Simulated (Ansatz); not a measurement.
# InH2OF (SMILES [OH][InH][F]): B3LYP/def2-SVP (core potential)

What is the electronic atomisation energy of InH2OF at B3LYP/def2-SVP (core potential)? 

Program for the calculation: Ansatz 0.2.0.

37 further runs of the same task are left out: 1 that didn't finish, 36 set aside as unsound or not needed.

**1. Starting point**

InH2OF has 5 atoms, charge 0, and is taken as a singlet. As SMILES, `[OH][InH][F]`. The shape is that of a PBE0-D4/def2-TZVP optimisation. This is a higher conformer, about 10 kJ/mol above the lowest found by a separate search.

Bond lengths: O1–In2 1.966 Å, In2–F3 1.944 Å, O1–H4 0.960 Å, In2–H5 1.691 Å. Angles: O1–In2–F3 106.4°, O1–In2–H5 133.9°, F3–In2–H5 119.7°, In2–O1–H4 113.6°.

**2. A single-point energy at B3LYP/def2-SVP (core potential)**

in.yaml

```yaml
crystal:
  periodic: [false, false, false]
  atoms:
    - {symbol: O, position_ang: [-1.279500, -0.345900, -0.577400]}
    - {symbol: In, position_ang: [0.480100, 0.042500, 0.210000]}
    - {symbol: F, position_ang: [1.185900, -1.654700, 0.841500]}
    - {symbol: H, position_ang: [-1.725200, 0.429800, -0.925700]}
    - {symbol: H, position_ang: [1.388500, 1.454700, 0.410200]}
basis:
  gaussian: {orbitals: def2-SVP}
hamiltonian: {xc: {name: B3LYP}}
accuracy: high
output: {orbitals: {seedname: orbitals}}
```

Command:

```sh
$ ansatz run in.yaml --threads 1 --pin off --max-ram 3480MiB --events-out events.jsonl --progress --plain --runs-dir runs
```

What it wrote:

```text
Warning: RAYON_NUM_THREADS=1 ignored (pool sized by the plan → 1); use --threads N
Functional definition: B3LYP
  name "B3LYP"
  parameter a0 = 0.2
  parameter ax = 0.72
  parameter ac = 0.81
  exchange = (1 - a0 - ax)*slater_x + ax*b88_x + a0*exact_x
  correlation = (1 - ac)*vwn_rpa_c + ac*lyp_c
1445 factors; integrals over basis functions are off by at most 3.0e-9 eV
mean field evaluation 1: about -9960.2609 eV, gradient 6.8e1 eV
mean field evaluation 2: about -9891.2854 eV, gradient 1.8e2 eV
mean field evaluation 4: about -9968.0190 eV, gradient 2.0e1 eV
mean field evaluation 8: about -9968.7415 eV, gradient 6.8e-1 eV
mean field evaluation 16: about -9968.7427 eV, gradient 5.4e-5 eV
mean field -9968.74267965 eV, -366.3445364207 hartree, gradient 1.8e-8 eV, S^2 0.000000; 0 other end points of the search recorded, 0 dependent functions left out
reference -9968.74271698 eV, -366.3445377926 hartree; 20, 20 occupied and 44, 44 virtual orbitals, 1445 factors
Total energy: -9968.74271698 eV, -366.3445377926 hartree
```

Wall time 6 s (1 thread of Intel Xeon Platinum 8259CL at 2.50GHz (Skylake/Cascade Lake), shared host); peak memory 0.2 GiB.

**3. The F atom at the same level**

input.yaml

```yaml
crystal:
  periodic: [false, false, false]
  atoms:
    - symbol: F
      position_ang: [0.000000, 0.000000, 0.000000]
basis:
  gaussian:
    orbitals: def2-SVP
total_charge: 0
magnetization:
  spin_polarized: true
  initial_magnetization: 1
hamiltonian:
  xc: {name: B3LYP}
accuracy: high
```

Command:

```sh
$ ansatz run input.yaml --threads 1 --pin off --max-ram 3480MiB --events-out events.jsonl --progress --plain --runs-dir runs
```

What it wrote (excerpt; [...] marks lines left out):

```text
Warning: RAYON_NUM_THREADS=1 ignored (pool sized by the plan → 1); use --threads N
[... 7 set-up lines as earlier in the session ...]
95 factors; integrals over basis functions are off by at most 1.3e-9 eV
mean field evaluation 1: about -2711.2870 eV, gradient 5.0e0 eV
mean field evaluation 2: about -2711.3356 eV, gradient 2.6e0 eV
mean field evaluation 4: about -2711.3552 eV, gradient 1.6e-2 eV
mean field evaluation 8: about -2711.3554 eV, gradient 1.1e-4 eV
mean field -2711.35542607 eV, -99.6404740854 hartree, gradient 6.0e-8 eV, S^2 0.750967; 0 other end points of the search recorded, 0 dependent functions left out
reference -2711.35543639 eV, -99.6404744647 hartree; 5, 4 occupied and 9, 10 virtual orbitals, 95 factors
Total energy: -2711.35543639 eV, -99.6404744647 hartree
```

Wall time 0.53 s (1 thread of Intel Xeon Platinum 8259CL at 2.50GHz (Skylake/Cascade Lake), shared host).

**4. The H atom, same level**

job.yaml

```yaml
crystal:
  periodic: [false, false, false]
  atoms:
    - symbol: H
      position_ang: [0.000000, 0.000000, 0.000000]
basis:
  gaussian: {orbitals: def2-SVP}
total_charge: 0
magnetization: {spin_polarized: true, initial_magnetization: 1}
hamiltonian: {xc: {name: B3LYP}}
accuracy: high
```

Run the same way, it converges to -0.50126 Eh (log not shown).

**5. The In atom at the same level**

molecule.yaml

```yaml
crystal:
  periodic: [false, false, false]
  atoms:
    - {symbol: In, position_ang: [0.000000, 0.000000, 0.000000]}
basis:
  gaussian:
    orbitals: def2-SVP
magnetization:
  spin_polarized: true
  initial_magnetization: 1
hamiltonian:
  xc: {name: B3LYP}
accuracy: high
```

Run the same way, it converges to -190.18168 Eh (log not shown).

**6. The O atom, same level**

run.yaml

```yaml
crystal:
  periodic: [false, false, false]
  atoms:
    - {symbol: O, position_ang: [0.000000, 0.000000, 0.000000]}
basis:
  gaussian: {orbitals: def2-SVP}
magnetization: {spin_polarized: true, initial_magnetization: 2}
hamiltonian: {xc: {name: B3LYP}}
accuracy: high
```

Command:

```sh
$ ansatz run run.yaml --threads 1 --pin off --max-ram 3480MiB --events-out events.jsonl --progress --plain --runs-dir runs
```

What it wrote (excerpt; [...] marks lines left out):

```text
Warning: RAYON_NUM_THREADS=1 ignored (pool sized by the plan → 1); use --threads N
[... 7 set-up lines as earlier in the session ...]
95 factors; integrals over basis functions are off by at most 1.2e-9 eV
mean field evaluation 1: about -2040.7572 eV, gradient 5.7e0 eV
mean field evaluation 2: about -2040.8320 eV, gradient 3.3e0 eV
mean field evaluation 4: about -2040.8746 eV, gradient 2.0e-2 eV
mean field evaluation 8: about -2040.8746 eV, gradient 1.1e-4 eV
mean field -2040.87459963 eV, -75.0007581818 hartree, gradient 3.9e-8 eV, S^2 2.002256; 0 other end points of the search recorded, 0 dependent functions left out
reference -2040.87461082 eV, -75.0007585933 hartree; 5, 3 occupied and 9, 11 virtual orbitals, 95 factors
Total energy: -2040.87461082 eV, -75.0007585933 hartree
```

Run time: 0.57 s. Hardware: 1 thread of Intel Xeon Platinum 8259CL at 2.50GHz (Skylake/Cascade Lake), shared host; peak memory 0.094 GiB.

**7. Results**

Level: B3LYP/def2-SVP (core potential).

```
                     quantity          value
       molecule: total energy  -366.34454 Eh
        molecule: HOMO energy       -8.30 eV
        molecule: LUMO energy       -1.49 eV
      molecule: HOMO–LUMO gap        6.80 eV
         F atom: total energy   -99.64047 Eh
                 F atom: ⟨S²⟩          0.751
         H atom: total energy    -0.50126 Eh
                 H atom: ⟨S²⟩          0.750
        In atom: total energy  -190.18168 Eh
                In atom: ⟨S²⟩          0.752
         O atom: total energy   -75.00076 Eh
                 O atom: ⟨S²⟩          2.002
electronic atomisation energy      14.126 eV
```

**Reading.** Taking the molecule apart into free atoms costs 14.13 eV (1363 kJ/mol), before zero-point energy and without spin-orbit coupling.
